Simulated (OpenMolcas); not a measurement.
# Re⁵⁺ among point charges: CASSCF and CASPT2 levels and susceptibility

Aim: the splitting of the states of Re⁵⁺ in the field of 6 point charges, its lowest levels with spin-orbit coupling and its magnetic susceptibility.

Program: OpenMolcas 26.06. Level of theory: state-averaged CASSCF and CASPT2, spin-orbit coupling by RASSI with atomic mean-field integrals. These are calculated values, not measurements, unless marked.

## Step 1: The atom as given

| Quantity | Value |
| --- | --- |
| Species | Re⁵⁺ (rhenium, Z = 75, 70 electrons) |
| Basis | ANO-RCC-VDZP [7s6p4d2f1g], 68 functions |
| Scalar Hamiltonian | DKH2, point nucleus |
| Inactive shells | 1s 2s 2p 3s 3p 3d 4s 4p 4d 4f 5s 5p |
| Active space | 2 electrons in 5 orbitals (5d) |
| Some configurations of this space | 5d² |
| Orbitals | optimised for each spin and parity, averaged over all roots |

The outer shells:

5d2
```
5d [↑ ][↑ ][  ][  ][  ]
```

The ion sits among 6 point charges of -1.36 e arranged as an octahedron (Oh), 2.21 Å from the ion.

Each step is its own input file, run in one work folder so that later steps find the files of earlier ones. Labels, J, g values, rates, χT and fits are worked out afterwards by a script from the matrices that RASSI stores. The input lists half of the charges; inversion (Group=XYZ) makes the rest.

## Step 2: GATEWAY and SEWARD: basis and integrals

Contents of a.inp:

```
&GATEWAY
Coord
1

Re 0.0 0.0 0.0
Basis=ANO-RCC-VDZP
Group=XYZ
NoMove
AngMom=0.0 0.0 0.0
AMFI
XField
3 Angstrom 0
2.210000 0.000000 0.000000 -1.360000
0.000000 2.210000 0.000000 -1.360000
0.000000 0.000000 2.210000 -1.360000
&SEWARD
```

Launch:

```sh
$ OMP_NUM_THREADS=1 MOLCAS_MEM=1689 MOLCAS_PROJECT=a pymolcas a.inp > a.log
```

## Step 3: Reference wave functions, triplets of even parity, 10 roots

Contents of a.inp:

```
&RASSCF
FileOrb=start.orb
Symmetry=1
Spin=3
nActEl=2 0 0
Inactive=15 19
Ras2=5 0
CIRoot=10 10 1
SDav=10
CIMx=300
Iter=120 100
PrWF=0.3
OrbListing=Nothing
MaxOrb=0
>>> COPY $Project.JobIph JOB001
```

start.orb holds the contracted functions of the basis, ordered by shell, or the orbitals of the step before.

## Step 4: Reference wave functions, singlets of even parity, 15 roots

Contents of a.inp:

```
&RASSCF
FileOrb=start.orb
Symmetry=1
Spin=1
nActEl=2 0 0
Inactive=15 19
Ras2=5 0
CIRoot=15 15 1
SDav=15
CIMx=300
Iter=120 100
PrWF=0.3
OrbListing=Nothing
MaxOrb=0
>>> COPY $Project.JobIph JOB002
```

## Step 5: RASSI: spin-orbit coupling between the states

Contents of a.inp:

```
&RASSI
NrOfJobIphs=2 10 15
1 2 3 4 5 6 7 8 9 10
1 2 3 4 5 6 7 8 9 10 11 12 13 14 15
IphNames
JOB001
JOB002
EJob
SpinOrbit
DIPRint=1.0
SOCoupling=1000.0
Subsets=2
Property=9
'ANGMOM' 1 'ANGMOM' 2 'ANGMOM' 3 'MLTPL  1' 1 'MLTPL  1' 2 'MLTPL  1' 3
'AMFI' 1 'AMFI' 2 'AMFI' 3
SOProperty=3
'ANGMOM' 1 'ANGMOM' 2 'ANGMOM' 3
```

## Step 6: CASPT2: IPEA 0.25, imaginary shift 0.1 (closed shells correlated: 5s 5p)

Contents of a.inp:

```
>>> COPY JOB001 $Project.JobIph
&CASPT2
Multistate=10 1 2 3 4 5 6 7 8 9 10
NoMult
Frozen=14 16
IPEA=0.25
Imaginary=0.1
MaxIter=60
WThr=0.0 0.3 0.05
PrWF=0.5
NoMix
>>> COPY JOB002 $Project.JobIph
&CASPT2
Multistate=15 1 2 3 4 5 6 7 8 9 10 11 12 13 14 15
NoMult
Frozen=14 16
IPEA=0.25
Imaginary=0.1
MaxIter=60
WThr=0.0 0.3 0.05
PrWF=0.5
NoMix
```

(Steps that only read results are left out.)

What does the calculation give? Wanted: spin-free ground state; first state of the same spin within the active space; lowest level; next level.

The runs gave:

```
                                            quantity                                                                        value
                                              method  SS-CASPT2, IPEA 0.25, imaginary shift 0.1 (closed shells correlated: 5s 5p)
                              spin-free ground state                                              3T1, 3-fold in its orbital part
first state of the same spin within the active space                                                             3T2 at 3980 cm⁻¹
                                        lowest level                                               2-fold E, g = 0.00, 0.00, 0.00
                                          next level                                                                   938.1 cm⁻¹
                                         χT at 300 K                                                               0.13 cm³ K/mol
                           effective moment at 300 K                                                                      1.00 μB
```

Cost by method:

```tsv
method	time of its own steps	time with the reference
A. CASSCF	6.1 s	6.1 s
B. SS-CASPT2, IPEA 0.25, imaginary shift 0.1, +5s 5p	2.9 s	9 s
```

Times are of one thread on a shared host.

In words: The spin-free ground state (3T1) comes to 99 % from free-ion F terms and keeps the highest spin of the shell. χT at 300 K is 0.13, against 1.00 cm³ K/mol for the spin alone, so spin-orbit coupling lowers it. A ligand-field fit to the states below 45000 cm-1 gives 10Dq = 5211 cm-1, B = 788 cm-1 and C = 3169 cm-1 (C/B = 4.02), with a deviation of 337 cm-1. CASPT2 does not keep the components of a term degenerate, and the means are used. The field of point charges can differ much from that of real complexes. Point charges carry no covalency, so the field is a model and not that of real ligands.
